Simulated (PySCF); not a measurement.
**CH₆AsB: geometry, NMR shifts, spin-spin couplings, electronic excitations and core binding energies**

Aim: predict the NMR shifts, spin-spin couplings, electronic excitations and core binding energies of CH₆AsB (`B[AsH]C`).

Programs: PySCF 2.14.0, with density-fitted response routines of our own. Each step states its level of theory. These are calculated values for one molecule in the gas phase, unless marked as measured. Atoms are numbered from 0 throughout.

## Step 1: The starting structure

9 atoms, charge 0, multiplicity 1; geometry from: GFN2-xTB.

Bonds of the start (Å): B0–As1 1.98, As1–C2 1.99, B0–H3 1.17, B0–H4 1.17, As1–H5 1.50, C2–H6 1.09, C2–H7 1.09, C2–H8 1.09.

## Step 2: Optimising the geometry at PBE0-D3(BJ)/def2-SVP

The job: settings as JSON, then the geometry in Å.

```
{"job": {"xc": "PBE0", "basis": "def2-SVP", "d3": "d3bj", "grid": 1, "kind": "geom"}, "charge": 0, "multiplicity": 1}
B      1.644635     0.317589    -0.176751
As     0.190854     0.040233     1.132551
C     -1.254571    -0.546103    -0.100075
H      2.437202     1.168376    -0.037910
H      1.810601    -0.441323    -1.054915
H     -0.231792     1.482606     1.205380
H     -1.309395     0.082025    -0.987181
H     -2.219314    -0.526528     0.405590
H     -1.054658    -1.570880    -0.411867
```

What it wrote:

```text
step   0  E = -2301.72258801  max force = 0.014274
step   1  E = -2301.72530297  max force = 0.003603
step   2  E = -2301.72542002  max force = 0.002131
step   3  E = -2301.72550826  max force = 0.001498
step   4  E = -2301.72556036  max force = 0.000835
step   5  E = -2301.72557774  max force = 0.000320
step   6  E = -2301.72558706  max force = 0.000582
step   7  E = -2301.72560050  max force = 0.000737
step   8  E = -2301.72561390  max force = 0.000799
step   9  E = -2301.72562207  max force = 0.000529
step  10  E = -2301.72562532  max force = 0.000128
optimisation converged
```

It took 26 s on 1 thread, shared host.

Along the way:

```
step  energy from step 0 (eV)  largest force component (eV/Å)
   0                   0.0000                          0.7340
   1                  -0.0739                          0.1853
   2                  -0.0771                          0.1096
   3                  -0.0795                          0.0770
   4                  -0.0809                          0.0429
   5                  -0.0814                          0.0165
   6                  -0.0816                          0.0299
   7                  -0.0820                          0.0379
   8                  -0.0823                          0.0411
   9                  -0.0826                          0.0272
  10                  -0.0826                          0.0066
```

Close pairs (by a distance rule), those that changed most:

```
  bond  before (Å)  after (Å)  change (Å)
 B0–H3       1.171      1.207      +0.036
 B0–H4       1.172      1.208      +0.036
As1–C2       1.988      1.963      -0.025
As1–H5       1.505      1.515      +0.010
B0–As1       1.976      1.966      -0.010
 C2–H8       1.090      1.099      +0.009
 C2–H6       1.088      1.097      +0.009
 C2–H7       1.089      1.098      +0.009
```

The next job starts from the end point, and lists it.

| at the end point | value |
| --- | --- |
| point group (found at 0.08 Å tolerance) | C1 |
| rotational constants (GHz, main isotopes) | 13.293, 6.215, 4.557 |
| dipole moment (D) | 1.27 |

## Step 3: Shielding tensors: PBE0/pcSseg-1

The job: settings as JSON, then the geometry in Å.

```
{"job": {"kind": "nmr", "xc": "PBE0", "basis": "pcSseg-1"}, "charge": 0, "multiplicity": 1}
B      1.527727     0.292569    -0.226154
As     0.014839     0.148488     1.021478
C     -1.475528    -0.597818    -0.016257
H      2.351639     1.159081    -0.060161
H      1.727507    -0.591716    -1.025083
H     -0.413508     1.594674     1.164888
H     -1.765406     0.053555    -0.850267
H     -2.338234    -0.755984     0.644402
H     -1.153191    -1.570254    -0.413838
```

With the program's defaults for keys left out, this is: GIAO PBE0/pcSseg-1 NMR shielding, non-relativistic, gas phase.

What it wrote:

```text
coarse grid: 32528 points
cycle   1  E = -2301.7711201864  dE = -8.861e-01  |g| = 7.045e-01  |ddm| = 2.575e+00
cycle   2  E = -2301.7688884664  dE =  2.232e-03  |g| = 5.439e-01  |ddm| = 4.997e-01
cycle   3  E = -2301.7973039099  dE = -2.842e-02  |g| = 1.134e-01  |ddm| = 3.765e-01
cycle   4  E = -2301.7998462682  dE = -2.542e-03  |g| = 2.333e-02  |ddm| = 1.240e-01
cycle   5  E = -2301.8000158951  dE = -1.696e-04  |g| = 2.523e-03  |ddm| = 2.469e-02
cycle   6  E = -2301.8000168895  dE = -9.944e-07  |g| = 9.580e-04  |ddm| = 3.559e-03
final grid: 67728 points
cycle   7  E = -2301.8000048989  dE =  6.598e-08  |g| = 1.247e-03  |ddm| = 2.748e-03
cycle   8  E = -2301.8000046467  dE =  2.522e-07  |g| = 1.690e-03  |ddm| = 2.961e-03
cycle   9  E = -2301.8000052400  dE = -5.933e-07  |g| = 8.730e-05  |ddm| = 1.597e-03
cycle  10  E = -2301.8000052427  dE = -2.637e-09  |g| = 2.219e-05  |ddm| = 1.348e-04
cycle  11  E = -2301.8000052428  dE = -1.455e-10  |g| = 1.975e-06  |ddm| = 2.290e-05
converged SCF energy = -2301.8000052428

GIAO shielding tensors (ppm)
atom      isotropic    diamagn.    paramagn.     s11        s22        s33       span
  0 B       -0.114     193.659    -193.773   -123.698    -11.149    134.504    258.202
  1 As    1506.560    2877.719   -1371.159   1264.388   1526.969   1728.322    463.934
  2 C      181.814     248.678     -66.864    166.738    185.844    192.860     26.122
  3 H       21.894      28.615      -6.720     11.500     26.456     27.728     16.228
  4 H       21.929      29.001      -7.072     10.916     26.568     28.302     17.386
  5 H       26.868      29.456      -2.588     19.927     23.387     37.291     17.365
  6 H       29.498      29.701      -0.203     23.347     27.299     37.850     14.503
  7 H       30.169      28.593       1.576     24.377     27.706     38.425     14.048
  8 H       29.995      29.723       0.272     25.153     27.206     37.626     12.473
```

It took 6.2 s on 1 thread, shared host.

The references, computed at this level on geometries of the same kind, shield at (ppm): ¹H TMS 31.27, ¹³C TMS 184.4, ¹¹B BF3·OEt2 100.7, ⁷⁵As AsH3 1910. Their shielding less the atom's gives the shift. The references are single molecules in the gas phase. Shifts against hydride references such as AlH4− lie on their own scale. Atoms listed in one row are averaged.

```csv
atoms,environment,σ (ppm),δ (ppm)
C2,methyl carbon bonded to As,181.8,2.6
"H3, H4",hydrogen on a boron bonded to As,21.91,9.36
H5,"hydrogen on an arsenic bonded to C, B",26.87,4.40
"H6, H7, H8",hydrogen on a methyl carbon bonded to As,29.89,1.38
B0,"boron bonded to As, 2 H",-0.1,100.8
As1,"arsenic bonded to C, B, H",1507,404
```

The run also stored atomic charges by several schemes (e):

```csv
atoms,Mulliken,IAO,Hirshfeld,ESP fit
B0,0.03,-0.22,0.06,0.22
As1,-0.15,0.31,0.11,-0.22
C2,-0.43,-0.59,-0.16,-0.12
```

Mayer bond orders: B0–As1 1.22, As1–C2 1.01.

## Step 4: Spin-spin couplings: B3LYP/pcSseg-1+pcJ-1

Settings changed since step 3:

```diff
@@ -1,2 +1,2 @@
-{"job": {"kind": "nmr", "xc": "PBE0", "basis": "pcSseg-1"}, "charge": 0, "multiplicity": 1}
+{"job": {"kind": "j", "xc": "B3LYP", "basis": "pcJ-1"}, "charge": 0, "multiplicity": 1}
 B      1.527727     0.292569    -0.226154
```

Level: B3LYP/pcJ-1 As:pcSseg-1 indirect spin-spin coupling, non-relativistic, gas phase.

What it wrote:

```text
coarse grid: 32528 points
cycle   1  E = -2302.2005236084  dE = -8.980e-01  |g| = 7.667e-01  |ddm| = 2.372e+00
cycle   2  E = -2302.1886278042  dE =  1.190e-02  |g| = 6.488e-01  |ddm| = 5.886e-01
cycle   3  E = -2302.2338118269  dE = -4.518e-02  |g| = 1.411e-01  |ddm| = 4.584e-01
cycle   4  E = -2302.2381739950  dE = -4.362e-03  |g| = 3.183e-02  |ddm| = 1.542e-01
cycle   5  E = -2302.2384621912  dE = -2.882e-04  |g| = 3.786e-03  |ddm| = 2.957e-02
cycle   6  E = -2302.2384643469  dE = -2.156e-06  |g| = 1.483e-03  |ddm| = 5.650e-03
final grid: 67728 points
cycle   7  E = -2302.2384342679  dE =  7.036e-07  |g| = 2.275e-03  |ddm| = 4.632e-03
cycle   8  E = -2302.2384323736  dE =  1.894e-06  |g| = 3.545e-03  |ddm| = 6.319e-03
cycle   9  E = -2302.2384357109  dE = -3.337e-06  |g| = 1.321e-04  |ddm| = 3.658e-03
cycle  10  E = -2302.2384357169  dE = -6.011e-09  |g| = 4.141e-05  |ddm| = 2.213e-04
cycle  11  E = -2302.2384357173  dE = -3.733e-10  |g| = 2.796e-06  |ddm| = 3.290e-05
converged SCF energy = -2302.2384357173

Indirect spin-spin couplings (Hz)
  i      j    bonds     total        FC       PSO       DSO        SD
  0 B    2 C    2     -0.460     0.009    -0.273    -0.099    -0.097
  0 B    3 H    1    148.152   148.687    -1.675     0.724     0.416
  0 B    4 H    1    145.905   146.467    -1.702     0.741     0.398
  0 B    5 H    2     -0.212     0.775    -0.414    -0.592     0.019
  0 B    6 H    3      2.516     2.604     0.025    -0.116     0.003
  0 B    7 H    3      8.794     9.225     0.378    -0.842     0.033
  0 B    8 H    3      0.959     1.345    -0.266    -0.077    -0.043
  2 C    3 H    3      5.929     6.201     0.169    -0.476     0.035
  2 C    4 H    3      2.669     2.750    -0.037    -0.006    -0.038
  2 C    5 H    2      3.541     3.673     0.291    -0.420    -0.004
  2 C    6 H    1    146.554   144.168     1.155     0.879     0.352
  2 C    7 H    1    145.049   142.643     1.189     0.879     0.338
  2 C    8 H    1    141.798   139.368     1.203     0.902     0.325
  3 H    4 H    2     -0.577    -1.040     1.816    -1.486     0.133
  3 H    5 H    3      1.976     1.932     0.037    -0.045     0.051
  3 H    6 H    4     -1.305    -0.908     0.580    -0.973    -0.004
  3 H    7 H    4      1.700     2.578     1.120    -2.023     0.025
  3 H    8 H    4     -0.806    -0.219     0.775    -1.350    -0.012
  4 H    5 H    3      6.948     8.593     1.140    -2.783    -0.003
  4 H    6 H    4     -0.349    -0.406     0.095    -0.051     0.013
  4 H    7 H    4     -0.691    -0.248     1.055    -1.494    -0.003
  4 H    8 H    4      0.203    -0.117    -0.639     0.926     0.033
  5 H    6 H    3      3.649     3.465    -0.005     0.143     0.046
  5 H    7 H    3     -0.958    -0.503     0.539    -1.002     0.008
  5 H    8 H    3     13.178    15.183     1.825    -3.833     0.003
  6 H    7 H    2    -10.342   -11.545     3.041    -2.104     0.267
  6 H    8 H    2    -12.624   -13.841     2.962    -2.007     0.263
  7 H    8 H    2    -13.295   -14.541     2.941    -1.976     0.282
```

Run time: 20 s. Hardware: 1 thread, shared host.

A choice of the couplings up to four bonds, sorted by the number of bonds, with means over like pairs; isotopes 11B, 13C, 1H:

```
 pair  bonds  J (Hz)  Fermi contact (Hz)
B0–H3      1   147.0               147.6
C2–H6      1   144.5               142.1
H6–H7      2   -12.1               -13.3
C2–H5      2     3.5                 3.7
H5–H6      3     5.3                 6.0
H3–H5      3     4.5                 5.3
C2–H3      3     4.3                 4.5
B0–H6      3     4.1                 4.4
```

The response was solved for the nuclei of B, C, H alone, so couplings that need other nuclei can be missing.

Quadrupole couplings from the field gradients of the same density:

```
atom  isotope  eQq/h (MHz)     η
 As1     75As       -178.3  0.66
  B0      11B        5.158  0.15
```

Shifts (PBE0/pcSseg-1, unscaled) and these couplings together give the proton spectrum at 600 MHz below. Couplings to quadrupolar nuclei are left out.

¹H NMR δ 9.36 (br, 2H), 4.40 (m, 1H), 1.38 (d, J = 5.3 Hz, 3H).

## Step 5: Ultraviolet spectrum: PBE0/def2-SVPD

Settings changed since step 4:

```diff
@@ -1,2 +1,2 @@
-{"job": {"kind": "j", "xc": "B3LYP", "basis": "pcJ-1"}, "charge": 0, "multiplicity": 1}
+{"job": {"kind": "uv", "xc": "PBE0", "basis": "def2-SVPD", "ip": true}, "charge": 0, "multiplicity": 1}
 B      1.527727     0.292569    -0.226154
```

Level: TDDFT PBE0/def2-SVPD, vertical, gas phase, core orbitals frozen in the response.

What it wrote:

```text
coarse grid: 32528 points
cycle   1  E = -2301.7086402552  dE = -8.073e-01  |g| = 2.690e-01  |ddm| = 3.348e+00
cycle   2  E = -2301.7083649854  dE =  2.753e-04  |g| = 2.673e-01  |ddm| = 6.278e-01
cycle   3  E = -2301.7241799516  dE = -1.581e-02  |g| = 3.817e-02  |ddm| = 2.897e-01
cycle   4  E = -2301.7246303851  dE = -4.504e-04  |g| = 8.602e-03  |ddm| = 6.074e-02
cycle   5  E = -2301.7246532987  dE = -2.291e-05  |g| = 2.648e-03  |ddm| = 1.588e-02
cycle   6  E = -2301.7246557411  dE = -2.442e-06  |g| = 7.468e-04  |ddm| = 4.917e-03
final grid: 67728 points
cycle   7  E = -2301.7246320515  dE =  1.580e-07  |g| = 1.045e-03  |ddm| = 4.286e-03
cycle   8  E = -2301.7246316506  dE =  4.009e-07  |g| = 1.508e-03  |ddm| = 3.921e-03
cycle   9  E = -2301.7246324676  dE = -8.170e-07  |g| = 5.694e-05  |ddm| = 2.242e-03
cycle  10  E = -2301.7246324684  dE = -8.417e-10  |g| = 1.166e-05  |ddm| = 8.659e-05
converged SCF energy = -2301.7246324684

Static polarisability (au): isotropic 63.448, principal 51.480 61.207 77.658

Singlet excitations
state   eV       nm        f      main configurations
  1   4.1358    299.8   0.08208   H->L 0.93
  2   5.6586    219.1   0.05313   H-1->L 0.92
  3   5.8457    212.1   0.00839   H-2->L 0.90
  4   6.0245    205.8   0.03614   H->L+1 0.96
  5   6.6034    187.8   0.07898   H->L+2 0.93
  6   7.1012    174.6   0.00824   H-3->L 0.85
  7   7.2032    172.1   0.13637   H->L+3 0.83
  8   7.2654    170.7   0.01159   H->L+4 0.83, H->L+3 0.10
  9   8.1484    152.2   0.01709   H-1->L+1 0.75, H->L+5 0.14
 10   8.1931    151.3   0.06330   H->L+5 0.75, H-1->L+1 0.15

Triplet excitations (Tamm-Dancoff, eV): 2.8435 4.9421 5.1214 5.4024
Vertical ionisation energy (delta-SCF) = 8.9934 eV
Vertical electron affinity (delta-SCF) = 0.1046 eV
```

It took 20 s on 1 thread, shared host.

The orbitals next to the gap, with their largest atomic shares:

```csv
orbital,eV,atoms
HOMO−3,-10.41,"B0 24 %, As1 18 %, C2 18 %"
HOMO−2,-9.31,"B0 26 %, As1 20 %, H4 16 %"
HOMO−1,-9.01,"As1 31 %, B0 27 %, C2 19 %"
HOMO,-6.88,"As1 58 %, B0 19 %, C2 10 %"
LUMO,-1.83,"B0 52 %, As1 21 %, H4 9 %"
LUMO+1,0.37,"As1 30 %, C2 19 %, B0 16 %"
LUMO+2,0.91,"B0 42 %, As1 21 %, C2 10 %"
```

With each of the 10 states as a Gaussian band of 0.4 eV half-width at 1/e, the curve within the window shown has maxima at 300 nm (ε 3,300), 213 nm (ε 3,400), 173 nm (ε 6,700), 152 nm (ε 3,300) L/(mol cm). Beyond the last state computed it falls off for lack of states. The curve at chosen wavelengths:

nm, ε (L/mol/cm) and a bar:
```
      146       1790 ########
      154       2988 ##############
      162       2351 ###########
      170       6162 ##############################
      179       5606 ###########################
      187       4177 ####################
      195       3171 ###############
      203       2924 ##############
      211       3330 ################
      219       3082 ###############
      228       1881 #########
      236        848 ####
      244        296 #
      252        145 
      260        287 #
      268        740 ###
      277       1611 #######
      285       2491 ############
      293       3137 ###############
      301       3318 ################
      309       3023 ##############
      317       2426 ###########
      326       1666 ########
      334       1083 #####
      342        653 ###
      350        368 #
```

Ground-state properties from the same run:

| property | computed |
| --- | --- |
| dipole moment (D) | 1.28 |
| polarisability (Å³) | 9.40 |
| HOMO–LUMO gap (eV) | 5.05 |
| −ε(HOMO) (eV) | 6.88 |

## Step 6: Nuclear shieldings: PBE0/pcSseg-2

Settings changed since step 5:

```diff
@@ -1,2 +1,2 @@
-{"job": {"kind": "uv", "xc": "PBE0", "basis": "def2-SVPD", "ip": true}, "charge": 0, "multiplicity": 1}
+{"job": {"kind": "nmr", "xc": "PBE0", "basis": "pcSseg-2", "pop": false}, "charge": 0, "multiplicity": 1}
 B      1.527727     0.292569    -0.226154
```

Level: GIAO PBE0/pcSseg-2 NMR shielding, non-relativistic, gas phase.

What it wrote:

```text
coarse grid: 32528 points
cycle   1  E = -2302.0756200663  dE = -9.150e-01  |g| = 8.957e-01  |ddm| = 1.962e+00
cycle   2  E = -2302.0671092764  dE =  8.511e-03  |g| = 7.919e-01  |ddm| = 4.354e-01
cycle   3  E = -2302.1093468098  dE = -4.224e-02  |g| = 1.337e-01  |ddm| = 2.744e-01
cycle   4  E = -2302.1115799195  dE = -2.233e-03  |g| = 2.840e-02  |ddm| = 9.226e-02
cycle   5  E = -2302.1118340323  dE = -2.541e-04  |g| = 2.995e-03  |ddm| = 2.636e-02
cycle   6  E = -2302.1118359089  dE = -1.877e-06  |g| = 1.013e-03  |ddm| = 2.894e-03
final grid: 67728 points
cycle   7  E = -2302.1118181764  dE = -6.754e-08  |g| = 1.068e-03  |ddm| = 2.090e-03
cycle   8  E = -2302.1118181347  dE =  4.170e-08  |g| = 1.208e-03  |ddm| = 1.591e-03
cycle   9  E = -2302.1118184411  dE = -3.064e-07  |g| = 7.996e-05  |ddm| = 7.960e-04
cycle  10  E = -2302.1118184433  dE = -2.166e-09  |g| = 3.065e-05  |ddm| = 1.005e-04
cycle  11  E = -2302.1118184435  dE = -1.778e-10  |g| = 1.836e-06  |ddm| = 1.789e-05
converged SCF energy = -2302.1118184435

GIAO shielding tensors (ppm)
atom      isotropic    diamagn.    paramagn.     s11        s22        s33       span
  0 B       -5.754     191.538    -197.292   -133.294    -16.541    132.573    265.867
  1 As    1508.366    2878.924   -1370.558   1267.202   1531.148   1726.749    459.547
  2 C      181.672     240.514     -58.842    166.543    185.529    192.944     26.402
  3 H       21.871      28.947      -7.076     11.161     26.461     27.991     16.830
  4 H       21.910      29.509      -7.599     10.611     26.628     28.491     17.879
  5 H       26.780      30.062      -3.282     20.013     23.518     36.808     16.795
  6 H       29.560      29.462       0.098     23.532     27.424     37.724     14.192
  7 H       30.201      28.311       1.890     24.587     27.837     38.179     13.592
  8 H       29.995      29.542       0.453     25.298     27.310     37.376     12.078
```

Wall time 16 s (1 thread, shared host).

Key values: δ C2 2.5, B0 104.8, As1 406, H3 9.35, H5 4.46 ppm (means over like atoms).

## Step 7: Core-electron binding energies: SCAN, X2C

Settings changed since step 6:

```diff
@@ -1,2 +1,2 @@
-{"job": {"kind": "nmr", "xc": "PBE0", "basis": "pcSseg-2", "pop": false}, "charge": 0, "multiplicity": 1}
+{"job": {"kind": "xps"}, "charge": 0, "multiplicity": 1}
 B      1.527727     0.292569    -0.226154
```

With the program's defaults for keys left out, this is: delta-SCF UKS SCAN, pcX-2 on the ionised atom, pcseg-1 elsewhere, spin-free X2C.

What it wrote:

```text
ground state, core basis on atom 0 (B), 116 functions
  cycle   1  E = -2321.89688219  |g| = 3.14e-01
  cycle   2  E = -2321.87627476  |g| = 4.08e-01
  cycle   3  E = -2321.92613063  |g| = 4.87e-02
  cycle   4  E = -2321.92696324  |g| = 1.71e-02
  cycle   5  E = -2321.92705851  |g| = 4.87e-03
  cycle   6  E = -2321.92706378  |g| = 2.20e-03
  cycle   7  E = -2321.92706346  |g| = 8.56e-04
  cycle   8  E = -2321.92706727  |g| = 1.28e-04
  E(ground) = -2321.83166076 Eh
hole in B 1s of atom 0
  cycle   1  E = -2314.30264503  |g| = 1.15e+00
  cycle   2  E = -2312.73245439  |g| = 1.86e+00
  cycle   3  E = -2314.51505939  |g| = 5.13e-01
  cycle   4  E = -2314.52061793  |g| = 5.20e-01
  cycle   5  E = -2314.73746960  |g| = 6.06e-02
  cycle   6  E = -2314.73937213  |g| = 6.87e-02
  cycle   7  E = -2314.74312498  |g| = 4.04e-02
  cycle   8  E = -2314.74483426  |g| = 3.83e-02
  cycle   9  E = -2314.74648878  |g| = 3.25e-02
  cycle  10  E = -2314.74751664  |g| = 1.80e-02
  cycle  11  E = -2314.74775937  |g| = 4.29e-03
  cycle  12  E = -2314.74777149  |g| = 1.68e-03
  cycle  13  E = -2314.74777414  |g| = 7.84e-04
  cycle  14  E = -2314.74777449  |g| = 2.32e-04
  E(ion) = -2314.65190210 Eh   <S^2> = 1.2695   hole on atom = 1.000   binding energy = 195.371 eV
ground state, core basis on atom 2 (C), 116 functions
  cycle   1  E = -2321.93687598  |g| = 5.77e-02
  cycle   2  E = -2321.93669083  |g| = 2.82e-02
  cycle   3  E = -2321.93664751  |g| = 2.93e-02
  cycle   4  E = -2321.93698970  |g| = 3.10e-03
  cycle   5  E = -2321.93699380  |g| = 7.89e-04
  cycle   6  E = -2321.93699355  |g| = 7.82e-05
  E(ground) = -2321.83956947 Eh
hole in C 1s of atom 2
  cycle   1  E = -2310.67815687  |g| = 1.50e+00
  cycle   2  E = -2309.94397943  |g| = 1.83e+00
  cycle   3  E = -2311.19822676  |g| = 3.45e-01
  cycle   4  E = -2311.24375862  |g| = 1.25e-01
  cycle   5  E = -2311.25323938  |g| = 4.59e-02
  cycle   6  E = -2311.25475150  |g| = 1.21e-02
  cycle   7  E = -2311.25486296  |g| = 3.60e-03
  cycle   8  E = -2311.25487301  |g| = 8.86e-04
  cycle   9  E = -2311.25487447  |g| = 4.53e-04
  E(ion) = -2311.15660454 Eh   <S^2> = 0.7703   hole on atom = 1.000   binding energy = 290.698 eV
```

Run time: 9.3 s. Hardware: 1 thread, shared host.

The holes in one table. −ε is the ground-state orbital energy:

| hole | stands for | environment | ΔSCF (eV) | −ε (eV) | ⟨S²⟩ |
| --- | --- | --- | --- | --- | --- |
| B1s on B0 | B0 | boron bonded to As, 2 H | 195.37 (doubtful) | 180.5 | 1.269 |
| C1s on C2 | C2 | methyl carbon bonded to As | 290.70 | 274.0 | 0.770 |

Doubtful: the ion did not converge, its hole moved, or its ⟨S²⟩ is well above 0.75.

## Step 8: Side by side: NMR shifts

Shifts (ppm), means over like atoms, with basis size and wall time:

```
          run   C2    H3    H5    H6     B0  As1  functions   time
PBE0/pcSseg-1  2.6  9.36  4.40  1.38  100.8  404        105  6.2 s
PBE0/pcSseg-2  2.5  9.35  4.46  1.33  104.8  406        219   16 s
```

## Step 9: Outcome

| quantity | value |
| --- | --- |
| point group | C1 |
| rotational constants (main isotopes) | 13.29, 6.22, 4.56 GHz |
| ¹³C shifts against TMS (PBE0/pcSseg-1) | 2.6 ppm |
| ¹H shifts against TMS (PBE0/pcSseg-1, means over atoms taken as alike) | 9.36, 4.40, 1.38 ppm |
| ¹¹B shifts against BF3·OEt2 (PBE0/pcSseg-1) | 100.8 ppm |
| ⁷⁵As shifts against AsH3 (PBE0/pcSseg-1) | 404 ppm |
| largest coupling of the table (B3LYP/pcSseg-1+pcJ-1) | ¹J(B,H) B0–H3, 147.0 Hz |
| lowest singlet (PBE0/def2-SVPD) | 4.14 eV (300 nm), f = 0.082 |
| brightest single state of those computed | state 7, 7.20 eV, f = 0.136 |
| lowest triplet | 2.84 eV |
| vertical ionisation energy (ΔSCF) | 8.99 eV |
| vertical electron affinity (ΔSCF) | 0.10 eV |
| C1s binding energies, SCAN/pcX-2 | C2 290.70 eV |
| range of the shift of B0 | 100.8 to 104.8 ppm |

In words: Relaxing lowered the energy by 0.083 eV in 10 steps; the close pair that moved most is B0–H3, from 1.171 to 1.207 Å. At PBE0/pcSseg-1: The widest tensor belongs to As1: span 464 ppm, with a paramagnetic part of -1371 ppm. In the run at B3LYP/pcSseg-1+pcJ-1, the largest coupling of the table is B0–H3 (mean over like pairs), 147.0 Hz, of which the Fermi-contact term gives 147.6 Hz. The first singlet state (HOMO→LUMO 0.93) lies at 4.14 eV and is bright; of the 10 states computed, the strongest absorption comes from state 7 at 7.20 eV (the last state computed is bright too, and its partners may lie past the list). The lowest triplet lies 1.29 eV below the lowest singlet (triplets in Tamm-Dancoff, singlets in full TDDFT). The orbital energy would give 6.88 eV for ionisation, ΔSCF gives 8.99 eV. In ppm, B0 moves most: its shift spreads over 4.0 ppm, from 100.8 (PBE0/pcSseg-1) to 104.8 (PBE0/pcSseg-2). Spin-orbit coupling is left out, which matters for shieldings and couplings at and beside the heavy atoms.
